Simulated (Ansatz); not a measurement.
# H5O2SSi2: the cost of one run

Method: functionals in def2-TZVPP, the program's frozen cores in correlated methods; program: Ansatz 0.2.0, Gaussian basis.

Levels to be run: PBE-D4, r2SCAN-D4, PBE0-D4, B3LYP-D4, ωB97X-V, ωB97M-V, B2PLYP; CCSD(T)/def2-TZVPP; MP2/def2-QZVPP; extrapolation to the limit.

## (1) Structure used throughout

The geometry comes from an earlier relaxation with PBE0-D4 in a triple-zeta def2 set; it is a stationary point, not always the lowest conformer.

10 atoms, charge 0, spin multiplicity 2.

Atoms are counted from 1 here; the program's logs count them from 0.

Bond lengths: O1–Si2 1.670 Å, O1–H6 0.960 Å, Si2–S3 2.116 Å, Si2–H7 1.496 Å, S3–Si4 2.154 Å, Si4–O5 1.634 Å, Si4–H8 1.477 Å, Si4–H9 1.485 Å, O5–H10 0.965 Å. Angles: Si2–O1–H6 116.1°, O1–Si2–S3 107.2°, O1–Si2–H7 110.9°, S3–Si2–H7 107.1°, Si2–S3–Si4 96.4°, S3–Si4–O5 111.8°, S3–Si4–H8 106.3°, S3–Si4–H9 107.4°, O5–Si4–H8 107.8°, O5–Si4–H9 111.9°, H8–Si4–H9 111.6°, Si4–O5–H10 113.1°.

## (2) PBE-D4 (GGA)

Input file in.yaml:

```yaml
crystal:
  periodic: [false, false, false]
  atoms:
    - {symbol: O, position_ang: [-1.439803, -0.450828, 0.757782]}
    - {symbol: Si, position_ang: [-0.794548, -1.559459, -0.311820]}
    - {symbol: S, position_ang: [1.284108, -1.181544, -0.424346]}
    - {symbol: Si, position_ang: [1.131020, 0.963349, -0.557274]}
    - {symbol: O, position_ang: [0.644711, 1.626242, 0.854903]}
    - {symbol: H, position_ang: [-2.398184, -0.391304, 0.776953]}
    - {symbol: H, position_ang: [-0.961174, -2.954910, 0.201968]}
    - {symbol: H, position_ang: [2.493165, 1.458556, -0.842878]}
    - {symbol: H, position_ang: [0.192986, 1.274115, -1.666192]}
    - {symbol: H, position_ang: [-0.152281, 1.215783, 1.210924]}
basis:
  gaussian: {orbitals: def2-TZVPP}
magnetization: {spin_polarized: true, initial_magnetization: 1}
hamiltonian: {xc: pbe, dispersion: d4}
output: {forces: true, orbitals: {seedname: orbitals}}
```

Launch:

```
ansatz run in.yaml --threads 2 --pin off --events-out ev --progress --plain --max-ram 32768MiB --backend cpu
```

**Question.** How long does this run take on 2 threads of AMD EPYC 7R13, shared host, and how much memory does it need?

About 7 s, with a peak of 0.48 GiB.
